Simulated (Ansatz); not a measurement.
A run of Ansatz 0.2.0:

The input input.yaml:

```yaml
crystal:
  lattice:
    - [3.31929, 1.91639, 6.87982]
    - [-3.31929, 1.91639, 6.87982]
    - [0.0, -3.83279, 6.87982]
  atoms:
    - { symbol: Cs, position: [0.0, 0.0, 0.0] }
    - { symbol: Li, position: [0.5, 0.5, 0.5] }
    - { symbol: Cr, position: [0.79848, 0.79848, 0.79848], spin: 3.0 }
    - { symbol: Cr, position: [0.20152, 0.20152, 0.20152], spin: 3.0 }
    - { symbol: Te, position: [0.6799, 0.6799, 0.6799] }
    - { symbol: Te, position: [0.3201, 0.3201, 0.3201] }
    - { symbol: S, position: [0.13626, 0.86374, 0.5] }
    - { symbol: S, position: [0.5, 0.13626, 0.86374] }
    - { symbol: S, position: [0.86374, 0.5, 0.13626] }
kpoints:
  mp_grid: { grid: [2, 2, 2] }
scf:
  occupations: { method: fermi_dirac, width: 0.05 }
hamiltonian:
  xc: pbe
  pseudopotentials: { kind: all_electron, lapw: { basis_error: 0.005 } }
magnetization:
  spin_polarized: true
output:
  forces: true
  stress: true
  eigenvalues: true
```

Potentials or basis: all-electron LAPW, scalar-relativistic.

Run with:

```bash
$ ansatz run input.yaml --threads 8 --pin off --max-ram 24576MiB --backend cpu --events-out ev --progress --plain --runs-dir out
```

Hardware: 8 threads of Intel(R) Xeon(R) Platinum 8259CL CPU @ 2.50GHz (Skylake/Cascade Lake) (shared host).

Q: Estimate the wall time of this run.

A: Run time: 21 s on 8 threads of Intel(R) Xeon(R) Platinum 8259CL CPU @ 2.50GHz (Skylake/Cascade Lake), with other jobs on the host, peak memory 1.5 GiB. Counts: scf iterations 16, plane waves 2719, k points 4, bands 93.
